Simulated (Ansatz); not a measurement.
Runs of Ansatz 0.2.0 on NbTe. The structure is hexagonal, space group P-6m2 (No. 187). The conventional cell has a = 3.703 Å, b = 3.703 Å, c = 3.694 Å, α = 90.00°, β = 90.00°, γ = 120.00°. Te (site symmetry -6m2) is surrounded by 6 Nb at 2.83 Å. Around Nb (site symmetry -6m2) lie 6 Te at 2.83 Å. The cell comes from a database or a generator and needn't be the stable form of this composition.

| level | gap on the mesh (eV) | pressure (GPa) | relaxed volume (Å³/atom) |
| --- | --- | --- | --- |
| PBEsol+D3(BJ)-ATM | none | 0.0 | 20.28 |
| PBEsol | none | 0.0 | 20.96 |
| PBEsol+D3(BJ) | none | 0.0 | (a) |
| PBEsol+D4 | none | 0.0 | 20.63 |

Alike in all rows: task relaxation of cell and atoms; potentials or basis Ansatz PAW; no spin polarisation; cell relaxed; k mesh 8 × 8 × 7; cutoff (eV) 420; smearing fermi-dirac 0.05 eV.

**Question.** Estimate the missing entries.

**Answer.** (a) 20.15.

Caveats: the plane-wave basis is chosen anew once the cell has moved, so the energies of steps on either side of that aren't comparable; the PAW data sets come from PBE, with cores solved anew for the run's functional, which leaves a small shift of forces and pressure; pairwise dispersion overbinds metals, which lowers pressure and volume (some runs).

A k mesh can miss the band edges, and the runs leave out spin-orbit coupling on Nb, Te.

A gap of «none» marks a metal or a gap under the smearing width.
